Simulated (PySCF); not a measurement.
# H4N2Y (Y(NH2)2+): the cost of one run

The runs use PySCF 2.14.0; PBE0, Y def2-SVP with ECP28, N def2-SVP, H def2-SVP; scalar-relativistic core potentials, no spin–orbit coupling.

1 further run of the same task is left out (for a known fault of the program).

### 1 The system as given

7 atoms, charge 1, spin multiplicity 1.

Bond lengths: Y1–N2 2.051 Å, Y1–H3 2.753 Å, Y1–N5 2.051 Å, Y1–H7 2.753 Å, N2–H3 1.023 Å, N2–H4 1.022 Å, N5–H6 1.022 Å, N5–H7 1.023 Å. Angles: N2–Y1–H3 18.0°, N2–Y1–N5 106.6°, N2–Y1–H7 88.5°, H3–Y1–N5 88.5°, H3–Y1–H7 70.5°, N5–Y1–H7 18.0°, Y1–N2–H3 123.7°, Y1–N2–H4 130.1°, H3–N2–H4 106.2°, Y1–H3–N2 38.3°, Y1–N5–H6 130.1°, Y1–N5–H7 123.7°, H6–N5–H7 106.2°, Y1–H7–N5 38.3°.

Geometry (Å):

```
Y     0.0000    0.7888   -0.1038
N     1.6436    0.0366    0.8645
H     1.5895   -0.6083    1.6564
H     2.6388    0.1929    0.6916
N    -1.6436    0.0366    0.8645
H    -2.6388    0.1929    0.6916
H    -1.5895   -0.6083    1.6564
```

Formal oxidation states: Y +3. An earlier session relaxed this geometry at PBE0, Y def2-SVP with ECP28, N def2-SVP, H def2-SVP (singlet, point group Cs).

Its energy there is -149.836503 Eh.

### 2 One electron removed, multiplicity 2

File run.py (the lines that set the calculation):

```python
mol = gto.M(atom='''
Y      0.00000     0.78882    -0.10384
N      1.64357     0.03660     0.86449
H      1.58954    -0.60835     1.65645
H      2.63880     0.19292     0.69157
N     -1.64357     0.03660     0.86449
H     -2.63880     0.19292     0.69157
H     -1.58954    -0.60835     1.65645''',
    basis={'Y': 'def2-SVP', 'N': 'def2-SVP', 'H': 'def2-SVP'},
    ecp={'Y': 'def2-SVP'},
    charge=2, spin=1)
mf = dft.UKS(mol, xc='PBE0')
mf.grids.atom_grid = (50, 194)
mf = mf.density_fit()  # fitting sets: Y def2-universal-JKFIT, N def2-universal-JKFIT, H def2-universal-JKFIT
mf.conv_tol = 1e-08; mf.max_cycle = 55
mf.kernel(dm0)  # dm0: the density of the relaxed state
```

On the command line:

```sh
$ OMP_NUM_THREADS=2 python run.py
```

**Question.** How long does this run take on 2 threads of Arm Neoverse V1, shared host?

About 2.1 s.
